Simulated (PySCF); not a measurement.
**C₂H₈O₃SSi: electronic excitations**

What electronic excitations should C₂H₈O₃SSi (`CSC[Si](O)(O)O`) show?

The runs use PySCF 2.14.0, with density-fitted response routines of our own; the level of theory stands in each step. All values are computed, except where a source is named. Atoms are numbered from 0 throughout.

## (1) The starting structure

15 atoms, charge 0, multiplicity 1; geometry from: GFN2-xTB.

Bonds of the start (Å): C0–S1 1.81, S1–C2 1.83, C2–Si3 1.90, Si3–O4 1.62, Si3–O5 1.63, Si3–O6 1.63, C0–H7 1.08, C0–H8 1.08, C0–H9 1.09, C2–H10 1.09, C2–H11 1.09, O4–H12 0.95, O5–H13 0.95, O6–H14 0.95.

## (2) Excited states and response: wB97X-D/def2-SVPD

Job settings and geometry (Å):

```
{"job": {"kind": "uv", "xc": "wB97X-D", "basis": "def2-SVPD", "nstates": 8, "ntriplets": 3}, "charge": 0, "multiplicity": 1}
C      2.286822    -0.410330     0.386980
S      1.194085    -1.513982    -0.547998
C      0.022562    -0.278989    -1.218120
Si    -1.199818     0.346620     0.098244
O     -2.459902     1.174036    -0.507920
O     -1.826959    -0.916244     0.913551
O     -0.363158     1.382938     1.030409
H      1.687454     0.220711     1.034411
H      2.952274    -1.037056     0.971151
H      2.861890     0.195719    -0.308505
H     -0.498870    -0.804214    -2.015762
H      0.618085     0.509268    -1.671381
H     -3.189440     0.691873    -0.885071
H     -1.256237    -1.624086     1.203995
H     -0.833202     2.071724     1.494105
```

Level: TDDFT wB97X-D/def2-SVPD, vertical, gas phase, core orbitals frozen in the response.

Run with:

```
$ OMP_NUM_THREADS=1 python probes_run.py task.json out
```

The driver reads the jobs from task.json and runs them one after another.

What will the session give for the following? lowest singlet (wB97X-D/def2-SVPD); brightest single state of those computed; lowest triplet; surface potential, 1st and 99th percentile. Wanted: lowest singlet; brightest single state of those computed; lowest triplet; surface potential, 1st and 99th percentile.

The runs gave:

```
                                quantity                        value
      lowest singlet (wB97X-D/def2-SVPD)  5.41 eV (229 nm), f = 0.003
brightest single state of those computed  state 4, 6.83 eV, f = 0.046
                          lowest triplet                      5.00 eV
   surface potential, 1st and 99th percentile           -1.18 V and 2.45 V
```

The lowest singlet, at 5.41 eV, is HOMO→LUMO+1 0.60, HOMO→LUMO 0.09 and is weak; of the 8 states computed, the strongest absorption comes from state 4 at 6.83 eV. The lowest triplet lies 0.42 eV below the lowest singlet (triplets in Tamm-Dancoff, singlets in full TDDFT).
